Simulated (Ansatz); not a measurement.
# MgO2: the cost of one run

Method: DFT PBEsol, scalar-relativistic, plane waves, PAW, in Ansatz 0.2.0.

3 further runs of the same task are left out: 3 set aside as unsound or not needed.

**1. The system as given**

It takes space group R-3m (No. 166, trigonal). Conventional cell: a = 3.168 Å, b = 3.168 Å, c = 10.372 Å, α = 90.00°, β = 90.00°, γ = 120.00°. Around Mg (site symmetry -3m) lie 6 O at 2.08 Å. O (site symmetry 3m) is surrounded by 1 O at 1.47 Å and 3 Mg at 2.08 Å.

As a file:

```xyz
6
Lattice="1.5838 -2.7433 0.0000 3.1676 0.0000 0.0000 1.5838 -0.9144 6.9147" Properties=species:S:1:pos:R:3 pbc="T T T"
Mg    3.1676   -1.8288    3.4574
Mg    0.0000    0.0000    0.0000
O     4.7515   -2.7433    4.4511
O     1.5838   -0.9144    0.9938
O     4.7515   -2.7433    5.9210
O     1.5838   -0.9144    2.4636
```

It goes back to an entry of the Materials Project, which need not be the stable form.

It is built from the cell relaxed beforehand with the same method (10.01 Å³/atom).

**2. The undisturbed cell**

Input file input.yaml:

```yaml
crystal:
  lattice:
    - [1.5838234698, -2.7432627198, 0.0]
    - [3.1676469395, 0.0, 0.0]
    - [1.5838234698, -0.9144209066, 6.91474125]
  atoms:
    - { symbol: Mg, position: [0.5, 0.5, 0.5] }
    - { symbol: Mg, position: [0.0, 0.0, 0.0] }
    - { symbol: O, position: [0.7854283136, 0.7854283136, 0.6437150591] }
    - { symbol: O, position: [0.2854283136, 0.2854283136, 0.1437150591] }
    - { symbol: O, position: [0.7145716864, 0.7145716864, 0.8562849409] }
    - { symbol: O, position: [0.2145716864, 0.2145716864, 0.3562849409] }
basis:
  ecutwfc: 420
kpoints:
  mp_grid: { grid: [12, 12, 8] }
hamiltonian:
  xc: pbesol
scf:
  occupations: { method: gaussian, width: 0.05 }
output:
  forces: true
  stress: true
  eigenvalues: true
  write_density: true
  write_potential: true
  elf: true
  volumetric_format: npy
```

Command:

```
ansatz run input.yaml --threads 1 --pin off --max-ram 2560MiB --backend cpu --events-out ev --progress --plain --runs-dir out
```

**Question.** How long does this run take on 1 thread of Intel Xeon 6975P-C (Granite Rapids), shared host, and how much memory does it need?

About 14 s, with a peak of 0.61 GiB.
